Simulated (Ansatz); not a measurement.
# UCCSD(T)/def2-SVPD run of GaH2O2 (SMILES [OH][Ga][OH])

What is the electronic atomisation energy of GaH2O2 at UCCSD(T)/def2-SVPD? 

The calculation is run with Ansatz 0.2.0.

48 further runs of the same task are left out: 48 set aside as unsound or not needed.

**1. The system as given**

GaH2O2 has 5 atoms, charge 0, and is taken as a doublet. As SMILES, `[OH][Ga][OH]`. Geometry: relaxed at PBE0-D4/def2-TZVP. This is one conformer, not always the lowest.

Bond lengths: O1–Ga2 1.804 Å, Ga2–O3 1.795 Å, O1–H4 0.960 Å, O3–H5 0.963 Å. Angles: O1–Ga2–O3 114.9°, Ga2–O1–H4 114.9°, Ga2–O3–H5 111.1°.

**2. The energy at UCCSD(T)/def2-SVPD**

File run.yaml:

```yaml
basis:
  gaussian:
    orbitals: def2-SVPD
crystal:
  periodic: [false, false, false]
  atoms:
    - {symbol: O, position_ang: [-0.370600, 0.021600, -1.274400]}
    - {symbol: Ga, position_ang: [-0.311700, -0.753800, 0.353600]}
    - {symbol: O, position_ang: [0.618200, 0.154900, 1.591100]}
    - {symbol: H, position_ang: [-0.867400, -0.464600, -1.936500]}
    - {symbol: H, position_ang: [0.981500, 0.968200, 1.224700]}
total_charge: 0
magnetization:
  spin_polarized: true
  initial_magnetization: 1
correlation:
  method: ccsd_t
  frozen_orbitals: {Ga: 9, H: 0, O: 1}
accuracy: high
scf:
  omitted_lower_state_checks: [cluster_reference, increment]
```

Started as:

```
$ ansatz run run.yaml --threads 1 --pin off --max-ram 3480MiB --events-out events.jsonl --progress --plain --runs-dir runs
```

What it wrote, cut to the lines that bear on the results:

```text
Warning: RAYON_NUM_THREADS=1 ignored (pool sized by the plan → 1); use --threads N
Functional definition: HF
  name "HF"
[...]
1902 factors; integrals over basis functions are off by at most 4.3e-9 eV
[...]
mean field -56431.48212533 eV, -2073.8187174735 hartree, gradient 3.0e-8 eV, S^2 0.755324; 0 other end points of the search recorded, 0 dependent functions left out
11 core orbitals not correlated: weight in the atoms' cores, before any rotation towards them, 1.000 or more for the frozen orbitals, at most 0.000 for the correlated occupied ones
reference -56431.48212533 eV, -2073.8187174735 hartree; 14, 13 occupied and 75, 76 virtual orbitals, 1902 factors
second order -16.39027347 eV of doubles, -0.00000000 eV of singles
cycle   1  -15.63472263 eV  change    7.6e-1 eV  update   1.2e-1
[...]
cycle  24  -16.25325957 eV  change   -2.2e-9 eV  update   2.9e-9
perturbative correction -0.52164209 eV, -0.0191699931 hartree
Total energy: -56448.25702699 eV, -2074.4351837390 hartree
Checks for a lower state left out: cluster_reference, increment
```

Run time: 65 s. Hardware: 1 thread of Intel Xeon 6975P-C (Granite Rapids), shared host; peak memory 1.4 GiB.

**3. The Ga atom**

File in.yaml:

```yaml
crystal:
  periodic: [false, false, false]
  atoms:
    - symbol: Ga
      position_ang: [0.000000, 0.000000, 0.000000]
basis:
  gaussian:
    orbitals: def2-SVPD
magnetization:
  spin_polarized: true
  initial_magnetization: 1
correlation:
  method: ccsd_t
  frozen_orbitals: {Ga: 9}
accuracy: high
scf:
  omitted_lower_state_checks: [cluster_reference, increment]
```

Started as:

```
$ ansatz run in.yaml --threads 1 --pin off --max-ram 3480MiB --events-out events.jsonl --progress --plain --runs-dir runs
```

What it wrote, cut to the lines that bear on the results:

```text
Warning: RAYON_NUM_THREADS=1 ignored (pool sized by the plan → 1); use --threads N
[... 2 set-up lines as earlier in the session ...]
[...]
371 factors; integrals over basis functions are off by at most 3.9e-9 eV
[...]
mean field -52326.80789222 eV, -1922.9747216547 hartree, gradient 6.8e-8 eV, S^2 0.762834; 3 other end points of the search recorded, 0 dependent functions left out
9 core orbitals not correlated: weight in the atoms' cores, before any rotation towards them, 1.000 or more for the frozen orbitals, at most 0.000 for the correlated occupied ones
reference -52326.80789222 eV, -1922.9747216547 hartree; 7, 6 occupied and 22, 23 virtual orbitals, 371 factors
second order -4.75603467 eV of doubles, -0.00000000 eV of singles
cycle   1  -4.47822731 eV  change    2.8e-1 eV  update   7.7e-2
[...]
cycle  18  -4.78455390 eV  change    1.5e-9 eV  update  7.1e-10
perturbative correction -0.16188279 eV, -0.0059490828 hartree
Total energy: -52331.75432891 eV, -1923.1564998502 hartree
Checks for a lower state left out: cluster_reference, increment
```

Run time: 0.78 s. Hardware: 1 thread of Intel Xeon 6975P-C (Granite Rapids), shared host.

**4. The H atom: the energy at UHF/def2-SVPD**

File run.yaml:

```yaml
crystal:
  periodic: [false, false, false]
  atoms:
    - symbol: H
      position_ang: [0.000000, 0.000000, 0.000000]
basis:
  gaussian: {orbitals: def2-SVPD}
total_charge: 0
magnetization: {spin_polarized: true, initial_magnetization: 1}
hamiltonian: {xc: hf}
accuracy: high
```

Started as:

```
$ ansatz run run.yaml --threads 1 --pin off --max-ram 3480MiB --events-out events.jsonl --progress --plain --runs-dir runs
```

What it wrote:

```text
Warning: RAYON_NUM_THREADS=1 ignored (pool sized by the plan → 1); use --threads N
[... 2 set-up lines as earlier in the session ...]
  exchange = exact_x
  correlation = 0
33 factors; integrals over basis functions are off by at most 4.9e-10 eV
mean field evaluation 1: about -13.5522 eV, gradient 1.6e0 eV
mean field evaluation 2: about -13.5522 eV, gradient 1.6e0 eV
mean field evaluation 4: about -13.5861 eV, gradient 1.4e-4 eV
mean field evaluation 8: about -13.5861 eV, gradient 8.0e-9 eV
mean field -13.58605754 eV, -0.4992784057 hartree, gradient 8.0e-9 eV, S^2 0.750000; 0 other end points of the search recorded, 0 dependent functions left out
reference -13.58605754 eV, -0.4992784057 hartree; 1, 0 occupied and 7, 8 virtual orbitals, 33 factors
Total energy: -13.58605754 eV, -0.4992784057 hartree
```

Wall time 0.04 s (1 thread of Intel Xeon 6975P-C (Granite Rapids), shared host).

**5. The O atom at the same level**

File job.yaml:

```yaml
crystal:
  periodic: [false, false, false]
  atoms:
    - {symbol: O, position_ang: [0.000000, 0.000000, 0.000000]}
basis:
  gaussian:
    orbitals: def2-SVPD
scf:
  omitted_lower_state_checks: [cluster_reference, increment]
magnetization:
  spin_polarized: true
  initial_magnetization: 2
accuracy: high
correlation:
  method: ccsd_t
  frozen_orbitals: {O: 1}
```

Run the same way, it converges to -74.84965 Eh (log not shown).

**6. Results**

Level: UCCSD(T)/def2-SVPD, 11 core orbitals frozen.

| quantity | value |
| --- | --- |
| molecule: total energy | -2074.43518 Eh |
| molecule: correlation energy (11 core orbitals frozen) | -616.5 mEh |
| molecule: (T) correction | -19.17 mEh |
| molecule: ⟨S²⟩ of the reference determinant | 0.755 |
| molecule: T1 diagnostic | 0.018 |
| Ga atom: total energy | -1923.15650 Eh |
| Ga atom: correlation energy (9 core orbitals frozen) | -181.8 mEh |
| Ga atom: (T) correction | -5.95 mEh |
| Ga atom: ⟨S²⟩ of the reference determinant | 0.763 |
| Ga atom: T1 diagnostic | 0.011 |
| H atom: total energy | -0.49928 Eh |
| H atom: ⟨S²⟩ | 0.750 |
| O atom: total energy | -74.84965 Eh |
| O atom: correlation energy (1 core orbital frozen) | -125.4 mEh |
| O atom: (T) correction | -1.59 mEh |
| O atom: ⟨S²⟩ of the reference determinant | 2.009 |
| O atom: T1 diagnostic | 0.010 |
| electronic atomisation energy | 15.805 eV |

Taking the molecule apart into free atoms costs 15.81 eV (364 kcal/mol), before zero-point energy and without spin-orbit coupling. The triples (molecule) make up 3.1 % of the correlation energy. The triples (Ga atom) make up 3.3 % of the correlation energy. The triples (O atom) make up 1.3 % of the correlation energy.
